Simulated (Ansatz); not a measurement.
# Ge2Sb2Te5 (Cm) in Ansatz: notebook, part 2 of 2

Ansatz 0.2.0. Earlier steps stand in the parts before.

## Step 3: Single point, PBE

Input file input.yaml:

```yaml
crystal:
  lattice:
    - [6.839136, -3.066006, 0.0]
    - [6.839136, 3.066006, 0.0]
    - [-6.830977, 0.0, 6.847609]
  atoms:
    - { symbol: Te, position: [0.594702, 0.594702, 0.386433] }
    - { symbol: Te, position: [0.795288, 0.795288, 0.196112] }
    - { symbol: Te, position: [0.008324, 0.008324, 0.006435] }
    - { symbol: Te, position: [0.206519, 0.206519, 0.809803] }
    - { symbol: Te, position: [0.399959, 0.399959, 0.597118] }
    - { symbol: Sb, position: [0.901708, 0.901708, 0.587873] }
    - { symbol: Sb, position: [0.11187, 0.11187, 0.417352] }
    - { symbol: Ge, position: [0.284287, 0.284287, 0.18783] }
    - { symbol: Ge, position: [0.497343, 0.497343, 0.011044] }
hamiltonian:
  xc: pbe
  pseudopotentials: { kind: paw }
kpoints:
  mp_grid: { grid: [5, 5, 4] }
scf:
  occupations: { method: gaussian, width: 0.011 }
output:
  forces: true
  stress: true
  eigenvalues: true
  write_density: true
  write_potential: true
  elf: true
  volumetric_format: npy
```

Potentials or basis: Ansatz PAW.

Launch:

```
ansatz run input.yaml --threads 4 --pin off --max-ram 11264MiB --backend cpu --events-out ev --progress --plain --runs-dir out
```

Standard output:

```text
Warning: RAYON_NUM_THREADS=4 ignored (pool sized by the plan → 4); use --threads N
Engine: ansatz 0.2.0, aarch64-unknown-linux-gnu
Pseudopotentials: kind: paw
Pseudopotential: Te, paw, valence charge 16, recommended cutoff 420 eV (normal), Te.paw.azcp
Pseudopotential: Sb, paw, valence charge 15, recommended cutoff 420 eV (normal), Sb.paw.azcp
Pseudopotential: Ge, paw, valence charge 14, recommended cutoff 420 eV (normal), Ge.paw.azcp
Functional definition: PBE
  parameter kappa = 0.804
  parameter beta = 0.06672455060314922
[... 54 lines left out ...]
  atom   5  Te     0.10188330     0.00000000    -0.01243615
  atom   6  Sb     0.04784236     0.00000000    -0.12878897
  atom   7  Sb    -0.03385166     0.00000000     0.05519859
  atom   8  Ge    -0.19493434     0.00000000    -0.03054398
  atom   9  Ge     0.02062888     0.00000000     0.10139497
  max |Σ_I F_I| component: 5.33e-6 eV/Å
--- Stress (GPa, compression-positive) ---
        0.119828       0.000000      -0.092909
        0.000000      -0.355852       0.000000
       -0.092909       0.000000       0.013795
  P = ⅓ Tr σ = -0.0741 GPa (-0.741 kbar)
--- Band table (eV; the first three rows and the last of 33) ---
  k-point 0: bands = ["-28.6660", "-28.6513", "-28.6259", "-28.6098", "-28.5941", "-28.5780", "-28.5767", "-28.5682", "-28.5150", "-28.5140", "-28.4969", "-28.4924", "-28.4811", "-28.4720", "-28.4711", "-28.4072", "-28.4046", "-28.3791", "-28.3725", "-28.3698", "-28.2449", "-28.2402", "-28.0905", "-28.0862", "-28.0420", "-21.3376", "-21.3341", "-21.3340", "-21.3286", "-21.3233", "-21.3207", "-21.3181", "-21.3172", "-21.3146", "-21.3131", "-16.5745", "-16.5682", "-16.5635", "-16.5606", "-16.5591", "-16.5582", "-16.5544", "-16.5406", "-16.5375", "-16.5350", "-4.6165", "-2.8373", "-2.6990", "-2.5522", "-2.3360", "-0.9637", "-0.4270", "0.2052", "2.2317", "3.3364", "3.7623", "3.7841", "3.8534", "4.2150", "4.4963", "4.5803", "5.4267", "6.3971", "6.5925", "6.6269", "7.2498", "7.5473", "7.6294", "7.6405", "9.0897", "9.3883", "10.4798", "10.5241", "11.4998", "11.8708", "12.0973", "12.1864", "12.6950", "12.8297", "12.8799", "12.9604", "13.2368", "13.2978"]
  k-point 1: bands = ["-28.6660", "-28.6513", "-28.6259", "-28.6098", "-28.5941", "-28.5780", "-28.5767", "-28.5682", "-28.5150", "-28.5140", "-28.4969", "-28.4924", "-28.4811", "-28.4720", "-28.4711", "-28.4072", "-28.4046", "-28.3791", "-28.3725", "-28.3698", "-28.2449", "-28.2402", "-28.0905", "-28.0862", "-28.0420", "-21.3376", "-21.3341", "-21.3340", "-21.3286", "-21.3232", "-21.3207", "-21.3181", "-21.3172", "-21.3146", "-21.3131", "-16.5745", "-16.5682", "-16.5635", "-16.5606", "-16.5591", "-16.5582", "-16.5544", "-16.5406", "-16.5375", "-16.5349", "-4.4852", "-3.2151", "-2.7385", "-2.5248", "-2.3238", "-0.8783", "-0.1184", "0.4030", "1.9527", "3.1824", "3.2374", "3.7014", "3.7492", "4.4953", "5.0926", "5.4162", "5.5058", "5.9139", "6.3296", "6.5229", "7.0510", "7.4249", "7.5487", "7.7393", "9.2306", "9.8874", "10.2756", "10.3195", "11.0569", "11.2987", "11.4641", "11.9127", "12.5351", "12.7507", "12.9768", "13.1085", "13.1126", "13.5833"]
  k-point 2: bands = ["-28.6660", "-28.6513", "-28.6259", "-28.6098", "-28.5941", "-28.5780", "-28.5767", "-28.5682", "-28.5150", "-28.5139", "-28.4969", "-28.4924", "-28.4811", "-28.4720", "-28.4711", "-28.4072", "-28.4046", "-28.3791", "-28.3725", "-28.3698", "-28.2449", "-28.2402", "-28.0905", "-28.0862", "-28.0420", "-21.3376", "-21.3341", "-21.3340", "-21.3286", "-21.3232", "-21.3207", "-21.3181", "-21.3172", "-21.3146", "-21.3131", "-16.5745", "-16.5682", "-16.5635", "-16.5606", "-16.5591", "-16.5582", "-16.5544", "-16.5406", "-16.5375", "-16.5349", "-4.2685", "-3.6225", "-2.7229", "-2.5147", "-2.3684", "-0.8026", "0.1545", "0.7805", "1.4487", "2.9674", "3.0757", "3.7045", "4.2809", "4.6086", "4.7913", "5.3738", "5.5335", "6.0249", "6.4515", "6.7153", "7.3124", "7.3503", "7.4268", "7.7451", "8.7415", "9.5087", "9.8806", "10.6048", "10.8206", "10.8858", "11.7801", "11.9274", "12.4139", "12.5543", "12.7903", "13.1290", "13.1485", "13.4577"]
  k-point 32: bands = ["-28.6658", "-28.6513", "-28.6259", "-28.6097", "-28.5941", "-28.5780", "-28.5767", "-28.5682", "-28.5150", "-28.5139", "-28.4969", "-28.4924", "-28.4811", "-28.4719", "-28.4711", "-28.4072", "-28.4046", "-28.3791", "-28.3725", "-28.3697", "-28.2449", "-28.2402", "-28.0905", "-28.0861", "-28.0420", "-21.3383", "-21.3342", "-21.3337", "-21.3287", "-21.3232", "-21.3207", "-21.3185", "-21.3173", "-21.3143", "-21.3129", "-16.5745", "-16.5683", "-16.5636", "-16.5606", "-16.5591", "-16.5582", "-16.5544", "-16.5406", "-16.5375", "-16.5349", "-4.0916", "-3.6175", "-2.7344", "-2.6090", "-2.4052", "-0.8386", "-0.3313", "0.6210", "1.0764", "3.0660", "3.7494", "4.3184", "4.4948", "4.5520", "5.2627", "5.4724", "5.9039", "6.1630", "6.3816", "6.5351", "7.3171", "7.4990", "7.5781", "7.7195", "8.5895", "9.3268", "10.1101", "10.1879", "10.3869", "10.5542", "11.0812", "11.6434", "11.8819", "11.9304", "12.5201", "12.8294", "12.9493", "13.2418"]
```

v_z.tsv:

```text
# z_ang	v_es[eV]	v_tot[eV]
# format = ansatz-planar-average/11
# xc	pbe
# density_cutoff_ev	1680
# datasets	Te=:simpson_from_first_knot:soft	Sb=:simpson_from_first_knot:soft	Ge=:simpson_from_first_knot:soft
# lattice	6.839136000	-3.066006000	0.000000000
# lattice	6.839136000	3.066006000	0.000000000
# lattice	-6.830977000	0.000000000	6.847609000
# sites	9
# site	52	5.494780780	0.000000000	2.646142089
# site	52	9.538529021	0.000000000	1.342898296
# site	52	0.069900599	0.000000000	0.044064364
# site	52	-2.706922612	0.000000000	5.545214311
# site	52	1.391848667	0.000000000	4.088830591
# site	51	8.318060347	0.000000000	4.025524446
# site	51	-1.320733624	0.000000000	2.857863311
# site	32	2.605492502	0.000000000	1.286186398
# site	32	6.727351521	0.000000000	0.075624994
0.000000	7.589047e0	-1.624567e0
0.134337	7.430752e0	-1.870912e0
0.268673	7.135921e0	-2.235268e0
0.403010	6.704691e0	-2.716803e0
0.537346	6.161838e0	-3.291203e0
0.671683	5.594655e0	-3.871583e0
[... 64 lines left out ...]
9.403555	7.531323e0	-1.444631e0
9.537892	7.617281e0	-1.488497e0
```

Run time: 32 s. Hardware: 4 threads of Arm Neoverse V1, shared host; peak memory 1.2 GiB.

What came out:

* Free energy: -56459.2786 eV
* Pressure: -0.1 GPa
* Largest force: 0.197 eV/Å
* Band gap on the k mesh: 0.26 eV, indirect (least direct gap 0.33 eV)

Forces in eV/Å, atoms in the order of the input:
```
Te   0.019  0.000  0.073
Te  -0.004  0.000 -0.033
Te  -0.008  0.000  0.026
Te   0.051  0.000 -0.051
Te   0.102  0.000 -0.012
Sb   0.048  0.000 -0.129
Sb  -0.034  0.000  0.055
Ge  -0.195  0.000 -0.031
Ge   0.021  0.000  0.101
```

Levels at points of the mesh, in eV from the valence-band top:
```tsv
k point	band 65	band 66	band 67	band 68	band 69	band 70	band 71	band 72	band 73	band 74
(0.00, 0.00, 0.00)	-1.40	-0.78	-0.48	-0.40	-0.39	1.06	1.36	2.45	2.50	3.47
(0.00, 0.00, -0.50)	-1.31	-0.71	-0.68	-0.60	-0.28	0.71	1.48	1.85	2.58	2.79
```

Caveat: odd divisions of the mesh miss points on the zone boundary, where band edges often lie, so the gap on the mesh can be too wide; spin-orbit coupling is left out, which moves the levels of the heavy elements.

## Step 4: Relaxation of cell and atoms, PBE

Edit input.yaml of step 3 so:

```diff
@@ -21,3 +21,3 @@
 scf:
-  occupations: { method: gaussian, width: 0.011 }
+  occupations: { method: fermi_dirac, width: 0.05 }
 output:
@@ -30 +30,5 @@
   volumetric_format: npy
+relax:
+  f_tol: 0.01
+  max_steps: 40
+  cell: { stress_tol: 0.05 }
```

Potentials or basis: Ansatz PAW.

Launch:

```
ansatz run input.yaml --threads 4 --pin off --max-ram 11264MiB --backend cpu --events-out ev --progress --plain --runs-dir out
```

Standard output:

```text
Warning: RAYON_NUM_THREADS=4 ignored (pool sized by the plan → 4); use --threads N
[... 9 set-up lines as earlier in the session ...]
[... 289 lines left out ...]
--- Relaxed structure (16 steps of the walk, 11 accepted, 1 SCFs on fresh bases) ---
  F+E_penalty+E_count = -56459.33420946 eV   max|allowed force component| = 9.952e-3 eV/Å   (the final SCF, on the basis selected at the relaxed cell)
  cell:  # Å, volume = 290.1207 Å³
    - [6.93356097782353, -3.0606039604121538, -0.06924016236520357]
    - [6.93356097782353, 3.0606039604121538, -0.06924016236520357]
    - [-6.994615274002954, 0.0, 6.905586345807123]
  atoms:
    - { symbol: Te, position: [0.5994009038140681, 0.5994009038140681, 0.38378344513367063] }
    - { symbol: Te, position: [0.801396903443627, 0.801396903443627, 0.19671349179379136] }
    - { symbol: Te, position: [0.005269797059448369, 0.005269797059448369, -0.0010771133857907585] }
    - { symbol: Te, position: [0.2145220200029512, 0.2145220200029512, 0.810674054310333] }
    - { symbol: Te, position: [0.40526839524302394, 0.40526839524302394, 0.5952898360613705] }
    - { symbol: Sb, position: [0.8907764609593102, 0.8907764609593102, 0.5759750094833355] }
    - { symbol: Sb, position: [0.11239582232315189, 0.11239582232315189, 0.43173771484517887] }
    - { symbol: Ge, position: [0.27858370598294196, 0.27858370598294196, 0.20069504378685438] }
    - { symbol: Ge, position: [0.49238599117147713, 0.49238599117147713, 0.0062085179712563585] }
```

rho_z.tsv:

```text
# z_ang	rho[e/angstrom^3]
# format = ansatz-planar-average/11
# lattice	6.933560978	-3.060603960	-0.069240162
# lattice	6.933560978	3.060603960	-0.069240162
# lattice	-6.994615274	0.000000000	6.905586346
# sites	9
# site	52	5.627547886	0.000000000	2.567244487
# site	52	9.737133401	0.000000000	1.247444300
# site	52	0.080610912	0.000000000	-0.008167863
# site	52	-2.695550109	0.000000000	5.568472601
# site	52	1.456082882	0.000000000	4.054703665
# site	51	8.323782221	0.000000000	3.854090147
# site	51	-1.461232639	0.000000000	2.965837459
# site	32	2.459369607	0.000000000	1.347338592
# site	32	6.784550394	0.000000000	-0.025312315
0.000000	8.343604e-1
0.136516	8.201611e-1
0.273031	7.229808e-1
0.409547	5.858085e-1
0.546063	4.558032e-1
0.682578	3.586201e-1
[... 64 lines left out ...]
9.556097	6.352697e-1
9.692613	7.607219e-1
```

v_z.tsv:

```text
# z_ang	v_es[eV]	v_tot[eV]
# format = ansatz-planar-average/11
# xc	pbe
# density_cutoff_ev	1680
# datasets	Te=:simpson_from_first_knot:soft	Sb=:simpson_from_first_knot:soft	Ge=:simpson_from_first_knot:soft
# lattice	6.933560978	-3.060603960	-0.069240162
# lattice	6.933560978	3.060603960	-0.069240162
# lattice	-6.994615274	0.000000000	6.905586346
# sites	9
# site	52	5.627547886	0.000000000	2.567244487
# site	52	9.737133401	0.000000000	1.247444300
# site	52	0.080610912	0.000000000	-0.008167863
# site	52	-2.695550109	0.000000000	5.568472601
# site	52	1.456082882	0.000000000	4.054703665
# site	51	8.323782221	0.000000000	3.854090147
# site	51	-1.461232639	0.000000000	2.965837459
# site	32	2.459369607	0.000000000	1.347338592
# site	32	6.784550394	0.000000000	-0.025312315
0.000000	7.599379e0	-1.499732e0
0.136516	7.425940e0	-1.736749e0
0.273031	7.136859e0	-2.070203e0
0.409547	6.747615e0	-2.482190e0
0.546063	6.293567e0	-2.939681e0
0.682578	5.844274e0	-3.379319e0
[... 64 lines left out ...]
9.556097	7.565517e0	-1.350127e0
9.692613	7.646397e0	-1.370917e0
```

It took 9.1 min on 4 threads of Arm Neoverse V1, shared host; peak memory 1.2 GiB.

Results:

| Quantity | Value |
| --- | --- |
| Free energy | -56459.3342 eV |
| Relaxed volume | 32.24 Å³/atom |
| Relaxed cell | a = 7.579 Å, b = 7.579 Å, c = 9.829 Å, α = 131.10°, β = 131.10°, γ = 47.63° |
| Space group after relaxing (to 0.05 Å) | Cm (No. 8) |
| Energy gained by relaxing | 6.0 meV/atom |
| Ionic steps | 12 |
| Pressure after relaxing | 0.0 GPa |
| Largest force after relaxing | 0.010 eV/Å |
| Band gap on the k mesh | 0.23 eV, indirect (least direct gap 0.33 eV) |

Forces on the atoms (eV/Å):
```
Te   0.000  0.000  0.003
Te   0.004  0.000  0.002
Te  -0.005  0.000  0.006
Te   0.000  0.000 -0.002
Te   0.003  0.000  0.005
Sb   0.000  0.000 -0.003
Sb  -0.003  0.000 -0.010
Ge   0.002  0.000 -0.002
Ge  -0.001  0.000  0.001
```

The path:
| step | energy change (eV) | largest force (eV/Å) | volume (Å³) |
| --- | --- | --- | --- |
| 1 | 0.0000 | 0.1958 | 287.17 |
| 2 | -0.0208 | 0.1311 | 284.48 |
| 3 | -0.0295 | 0.1073 | 285.34 |
| 4 | -0.0338 | 0.0934 | 287.21 |
| 5 | -0.0409 | 0.0953 | 288.27 |
| 6 | -0.0463 | 0.0629 | 289.02 |
| 7 | -0.0474 | 0.0404 | 289.37 |
| 8 | -0.0482 | 0.0681 | 290.25 |
| 9 | -0.0515 | 0.0377 | 290.32 |
| 10 | -0.0531 | 0.0297 | 290.16 |
| 11 | -0.0539 | 0.0105 | 290.12 |
| 12 | -0.0544 | 0.0105 | 290.12 |

Final structure:
```
CELL_PARAMETERS angstrom
6.93356 -3.06060 -0.06924
6.93356 3.06060 -0.06924
-6.99462 0.00000 6.90559
ATOMIC_POSITIONS crystal
Te 0.59940 0.59940 0.38378
Te 0.80140 0.80140 0.19671
Te 0.00527 0.00527 0.99892
Te 0.21452 0.21452 0.81067
Te 0.40527 0.40527 0.59529
Sb 0.89078 0.89078 0.57598
Sb 0.11240 0.11240 0.43174
Ge 0.27858 0.27858 0.20070
Ge 0.49239 0.49239 0.00621
```

Caveat: odd divisions of the mesh miss points on the zone boundary, where band edges often lie, so the gap on the mesh can be too wide; the plane-wave basis is chosen anew once the cell has moved, so the energies of steps on either side of that aren't comparable; spin-orbit coupling is left out, which moves the levels of the heavy elements.

## Step 5: Summary

```csv
task,cell,k mesh,smearing,gap on the mesh (eV),pressure (GPa),largest force (eV/Å)
single point,as given,4 × 4 × 3,fermi-dirac 0.05 eV,0.06,-0.1,0.16
single point,as given,5 × 5 × 4,gaussian 0.011 eV,0.26,-0.1,0.20
relaxation of cell and atoms,relaxed,5 × 5 × 4,fermi-dirac 0.05 eV,0.23,0.0,0.01
```

Alike in all rows: level PBE; potentials or basis Ansatz PAW; no spin polarisation; cutoff (eV) 420.

Caveats: odd divisions of the mesh miss points on the zone boundary, where band edges often lie, so the gap on the mesh can be too wide; spin-orbit coupling is left out, which moves the levels of the heavy elements; the plane-wave basis is chosen anew once the cell has moved, so the energies of steps on either side of that aren't comparable (some runs).

Absolute energies hang on the potentials; compare differences alone.
